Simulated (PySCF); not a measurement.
# C4H12Sn (SnMe4): the cost of one run

Programs: PySCF 2.14.0, with routines of our own; each step states its level. All values are computed. Atoms count from 0.

5 further runs of the same task are left out: 3 for a basis unfit for spin-orbit shieldings, 2 for a known fault of the program.

## Step 1: The starting structure

17 atoms, charge 0, multiplicity 1; geometry from: GFN2-xTB.

## Step 2: Relaxing the molecule at PBE0-D3(BJ)/def2-SVP

What the job is given:

```
{"job": {"xc": "PBE0", "basis": "def2-SVP", "d3": "d3bj", "grid": 1, "maxiter": 30, "shake": 0.03, "kind": "geom"}, "charge": 0, "multiplicity": 1}
Sn     0.061390    -0.076360     0.012740
C     -0.018120    -0.029120     2.188340
H     -1.074820     0.048470     2.547020
H      0.667560     0.829490     2.568810
H      0.432670    -0.951210     2.537720
C      2.055790     0.019550    -0.738600
H      2.115630    -0.102740    -1.809550
H      2.671370    -0.800860    -0.313680
H      2.555760     0.948770    -0.406970
C     -1.041630     1.790300    -0.688870
H     -0.962040     1.878410    -1.768190
H     -0.595290     2.688260    -0.241340
H     -2.173110     1.783560    -0.502250
C     -1.081940    -1.779900    -0.723100
H     -2.029570    -1.901650    -0.297610
H     -0.471790    -2.640200    -0.477300
H     -1.140400    -1.705340    -1.826930
```

Started as:

```bash
$ OMP_NUM_THREADS=1 python heavy_run.py task.json out
```

One launch serves the whole session: the jobs run in the order shown.

**Question.** How long does this first job take on 1 thread of Arm Neoverse V1, shared host, and how much memory does it need?

About 69 s, with a peak of 0.61 GiB.
